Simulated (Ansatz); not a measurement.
# CF2O2Si: basis-set convergence

Aim: see how fast density functionals converge with the basis set for CF2O2Si.

The runs use Ansatz 0.2.0, Gaussian basis; one geometry, several basis sets.

Levels to be run: PBE0-D4/def2-SVP; ωB97M-V/def2-SVP; PBE0-D4/def2-QZVPP; ωB97M-V/def2-QZVPP; the functionals' def2-TZVPP values are taken from earlier runs.

## Step 1: The geometry

An earlier PBE0-D4 in a triple-zeta def2 set relaxation fixed the geometry.

SMILES `O=C1O[Si]1(F)F`, 6 atoms, charge 0, spin multiplicity 1.

Atoms are counted from 1 here; the program's logs count them from 0.

Bond lengths: O1–C2 1.169 Å, C2–O3 1.440 Å, C2–Si4 1.796 Å, O3–Si4 1.647 Å, Si4–F5 1.565 Å, Si4–F6 1.565 Å. Angles: O1–C2–O3 128.6°, O1–C2–Si4 171.4°, O3–C2–Si4 60.0°, C2–O3–Si4 70.8°, C2–Si4–O3 49.2°, C2–Si4–F5 125.7°, C2–Si4–F6 125.7°, O3–Si4–F5 118.1°, O3–Si4–F6 118.1°, F5–Si4–F6 107.0°.

## Step 2: PBE0-D4 in def2-SVP

in.yaml

```yaml
crystal:
  periodic: [false, false, false]
  atoms:
    - {symbol: O, position_ang: [1.307603, -1.646418, 0.962296]}
    - {symbol: C, position_ang: [0.629548, -0.835710, 0.462605]}
    - {symbol: O, position_ang: [-0.625133, -1.010617, -0.222484]}
    - {symbol: Si, position_ang: [-0.225017, 0.586529, -0.224433]}
    - {symbol: F, position_ang: [0.092483, 1.265795, -1.598542]}
    - {symbol: F, position_ang: [-1.137284, 1.576520, 0.574360]}
basis:
  gaussian: {orbitals: def2-SVP}
hamiltonian: {xc: pbe0, dispersion: d4}
output: {orbitals: {seedname: orbitals}}
```

Launch:

```console
$ ansatz run in.yaml --threads 2 --pin off --events-out ev --progress --plain --max-ram 4352MiB
```

Further steps of the session: ωB97M-V in def2-SVP; PBE0-D4 in def2-QZVPP; ωB97M-V in def2-QZVPP.

**Question.** What will the summary of the whole plan be? Wanted: PBE0-D4: double and triple zeta above quadruple; ωB97M-V: double and triple zeta above quadruple.

**Answer**, as computed:

| quantity | value |
| --- | --- |
| PBE0-D4: double and triple zeta above quadruple | 17.15, 0.86 eV |
| ωB97M-V: double and triple zeta above quadruple | 17.31, 0.79 eV |

**Reading.** PBE0-D4 gains 16.30 eV from double to triple zeta, then 0.86 eV more. Total energies overstate the basis error of differences, where much of it tends to cancel.
